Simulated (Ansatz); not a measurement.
**USVWN5/STO-3G run of NS (Mononitrogen monosulfide)**

What is the electronic atomisation energy of NS (Mononitrogen monosulfide) at USVWN5/STO-3G? 

The results are computed with Ansatz 0.2.0.

41 further runs of the same task are left out: 4 that didn't finish, 37 set aside as unsound or not needed.

### Step 1. Starting point

The species is NS (2 atoms), meant as a doublet with charge 0. As SMILES, `[N]=S`. Geometry: relaxed at GFN2-xTB.

Bond lengths: N1–S2 1.463 Å.

### Step 2. The energy at USVWN5/STO-3G

The input, job.yaml:

```yaml
crystal:
  periodic: [false, false, false]
  atoms:
    - {symbol: "N", position_ang: [0.000000, 0.000000, 0.000000]}
    - {symbol: S, position_ang: [0.000000, 0.000000, 1.463180]}
basis:
  gaussian:
    orbitals: STO-3G
magnetization:
  spin_polarized: true
  initial_magnetization: 1
hamiltonian:
  xc: {name: SVWN5}
accuracy: high
```

The run is started by

```bash
$ ansatz run job.yaml --threads 1 --pin off --max-ram 2610MiB --events-out events.jsonl --progress --plain --runs-dir runs
```

Standard output:

```text
Warning: RAYON_NUM_THREADS=1 ignored (pool sized by the plan → 1); use --threads N
Functional definition: SVWN5
  name "SVWN5"
  exchange = slater_x
  correlation = vwn5_c
224 factors; integrals over basis functions are off by at most 2.2e-8 eV
mean field evaluation 1: about -12127.1637 eV, gradient 2.9e1 eV
mean field evaluation 2: about -12109.5100 eV, gradient 4.7e1 eV
mean field evaluation 4: about -12132.2349 eV, gradient 7.6e0 eV
mean field evaluation 8: about -12132.5808 eV, gradient 3.3e-1 eV
mean field evaluation 16: about -12132.5708 eV, gradient 8.4e-9 eV
mean field -12132.57078009 eV, -445.8637524166 hartree, gradient 1.8e-8 eV, S^2 0.752072; 1 other end points of the search recorded, 0 dependent functions left out
reference -12132.57078104 eV, -445.8637524512 hartree; 12, 11 occupied and 2, 3 virtual orbitals, 224 factors
Total energy: -12132.57078104 eV, -445.8637524512 hartree
```

It took 0.64 s on 1 thread of Intel Xeon Platinum 8375C at 2.90GHz (Ice Lake), shared host.

### Step 3. The N atom, same level

The input, in.yaml:

```yaml
basis:
  gaussian:
    orbitals: STO-3G
crystal:
  periodic: [false, false, false]
  atoms:
    - {symbol: N, position_ang: [0.000000, 0.000000, 0.000000]}
magnetization:
  spin_polarized: true
  initial_magnetization: 3
hamiltonian:
  xc: {name: SVWN5}
accuracy: high
```

Run the same way, it converges to -53.40706 Eh (log not shown).

### Step 4. The S atom

The input, in.yaml:

```yaml
crystal:
  periodic: [false, false, false]
  atoms:
    - symbol: S
      position_ang: [0.000000, 0.000000, 0.000000]
basis:
  gaussian:
    orbitals: STO-3G
hamiltonian:
  xc: {name: SVWN5}
magnetization:
  spin_polarized: true
  initial_magnetization: 2
accuracy: high
```

The run is started by

```bash
$ ansatz run in.yaml --threads 1 --pin off --max-ram 2610MiB --events-out events.jsonl --progress --plain --runs-dir runs
```

Standard output:

```text
Warning: RAYON_NUM_THREADS=1 ignored (pool sized by the plan → 1); use --threads N
[... 4 set-up lines as earlier in the session ...]
42 factors; integrals over basis functions are off by at most 2.2e-9 eV
mean field evaluation 1: about -10673.4963 eV, gradient 1.6e-1 eV
mean field evaluation 2: about -10673.4964 eV, gradient 3.4e-2 eV
mean field evaluation 4: about -10673.4964 eV, gradient 2.8e-2 eV
mean field evaluation 8: about -10673.4964 eV, gradient 2.4e-2 eV
mean field evaluation 16: about -10673.4963 eV, gradient 1.6e-1 eV
mean field evaluation 32: about -10673.4964 eV, gradient 6.0e-7 eV
mean field -10673.49636973 eV, -392.2437568319 hartree, gradient 2.9e-9 eV, S^2 2.000000; 3 other end points of the search recorded, 0 dependent functions left out
reference -10673.49637059 eV, -392.2437568634 hartree; 9, 7 occupied and 0, 2 virtual orbitals, 42 factors
Total energy: -10673.49637059 eV, -392.2437568634 hartree
```

Run time: 0.54 s. Hardware: 1 thread of Intel Xeon Platinum 8375C at 2.90GHz (Ice Lake), shared host.

### Step 5. Results

Level: USVWN5/STO-3G.

| quantity | value |
| --- | --- |
| molecule: total energy | -445.86375 Eh |
| molecule: ⟨S²⟩ | 0.752 |
| N atom: total energy | -53.40706 Eh |
| N atom: ⟨S²⟩ | 3.750 |
| S atom: total energy | -392.24376 Eh |
| S atom: ⟨S²⟩ | 2.000 |
| electronic atomisation energy | 5.794 eV |

What this shows: Taking the molecule apart into free atoms costs 5.79 eV (134 kcal/mol), before zero-point energy and without spin-orbit coupling. In a minimal basis such a difference can be off by several eV, whatever the method.
